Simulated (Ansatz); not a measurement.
Run this with the Python package of Ansatz (0.2.0) and show what comes out.

The script, `ygai_deck.py`:
```python
"""YGaI from an input typed as a mapping."""

import logging
import sys
import warnings

import ansatz
import numpy as np

logging.basicConfig(stream=sys.stdout, format="%(name)s: %(message)s")
logger = logging.getLogger("ygai")
logger.setLevel(logging.INFO)

warnings.simplefilter("ignore", ansatz.DeckWarning)

inputs = {
    "crystal": {
        "lattice": [[4.179925, 0.0, 0.0], [-2.089963, 3.619921, 0.0], [0.0, 0.0, 12.119673]],
        "atoms": [
            {"symbol": "Y", "position": [0.0, 0.0, 0.833742]},
            {"symbol": "Y", "position": [0.0, 0.0, 0.166258]},
            {"symbol": "Ga", "position": [0.333333, 0.666667, 0.972122]},
            {"symbol": "Ga", "position": [0.666667, 0.333333, 0.027878]},
            {"symbol": "I", "position": [0.666667, 0.333333, 0.668415]},
            {"symbol": "I", "position": [0.333333, 0.666667, 0.331585]},
        ],
    },
    "kpoints": {"mp_grid": {"kspacing": 0.3}},
    "hamiltonian": {"xc": "pbesol", "dispersion": "d3bj"},
    "scf": {"occupations": {"method": "cold", "width": 0.15}},
    "basis": {"ecutwfc": "510 eV"},
    "output": {"forces": True, "stress": True},
}

planned = ansatz.Session.from_dict(inputs).plan(threads=1, pin="off")
res = planned.execute()
r = res.report

energy = r["free_energy_ev"]
logger.info("YGaI: {:.6f} eV = {:.6f} Ry = {:.6f} Ha".format(energy, energy / 13.605693, energy / 27.211386))
logger.info("Fermi level {:.4f} eV, {} k-points, {} symmetry operations".format(r["fermi_energy_ev"], r["n_kpoints"], r["n_symmetry_ops"]))

# forces, one row an atom
logger.info("forces (eV/A)")
for site, force in zip(res.lattice.sites, r["forces_ev_ang"]):
    logger.info(f"  {site.symbol:2s} {force[0]:9.4f} {force[1]:9.4f} {force[2]:9.4f}")

# pressure is a third of the trace
sigma = r["stress_gpa"]
voigt = [sigma[0][0], sigma[1][1], sigma[2][2], sigma[1][2], sigma[0][2], sigma[0][1]]
print("stress xx yy zz yz xz xy (GPa, compression positive):", " ".join(f"{s:.3f}" for s in voigt))
print("P =", round(10 * float(np.mean(voigt[:3])), 2), "kbar")

print("doubts on the final state:", r["published_state_doubts"] or "none")
print("warnings:", sorted({n["data"]["kind"] for n in res.notices if n["data"].get("severity") in ("warning", "doubt")}) or "none")

used = r["setup"]
print("cutoffs (eV):", used["ecut_ev"], used["ecutrho_ev"], " FFT grid:", used["fft_dense"])
logger.info("cell volume {:.3f} A^3, {} symmetry operations".format(used["cell_volume_ang3"], used["n_sym_ops"]))
```

```console
$ python ygai_deck.py
ygai: YGaI: -29949.621595 eV = -2201.256606 Ry = -1100.628303 Ha
ygai: Fermi level 8.1787 eV, 14 k-points, 12 symmetry operations
ygai: forces (eV/A)
ygai:   Y     0.0000   -0.0000    0.0297
ygai:   Y    -0.0000    0.0000   -0.0297
ygai:   Ga   -0.0000    0.0000    0.0724
ygai:   Ga    0.0000   -0.0000   -0.0724
ygai:   I     0.0000    0.0000    0.2428
ygai:   I    -0.0000   -0.0000   -0.2428
stress xx yy zz yz xz xy (GPa, compression positive): -3.339 -3.339 -3.503 0.000 0.000 -0.000
P = -33.94 kbar
doubts on the final state: none
warnings: none
cutoffs (eV): 510.0 2040.0  FFT grid: [32, 32, 90]
ygai: cell volume 183.383 A^3, 12 symmetry operations
```

Caveats:
- These settings explore the input space; cutoff and mesh may be short of convergence.
- Dispersion corrections can be off by several per cent in the lattices of metals, and by several GPa in the pressure at a fixed cell.
- For a metal this k-point mesh is coarse: on a finer one energies can move by several to tens of meV an atom and pressures by half a GPa or more, differences at one mesh by less.
- The zero of the levels is a convention of the potentials, so an absolute Fermi energy is no work function.
- The structure comes from a database of computed cells and needn't be a stable or known phase.
- Wall time of the script: 5.2 s on 1 thread of Intel(R) Xeon(R) 6975P-C (Granite Rapids), on a shared host, peak memory 0.62 GiB.

(Lines on the test bed's own set-up are left out of the output.)
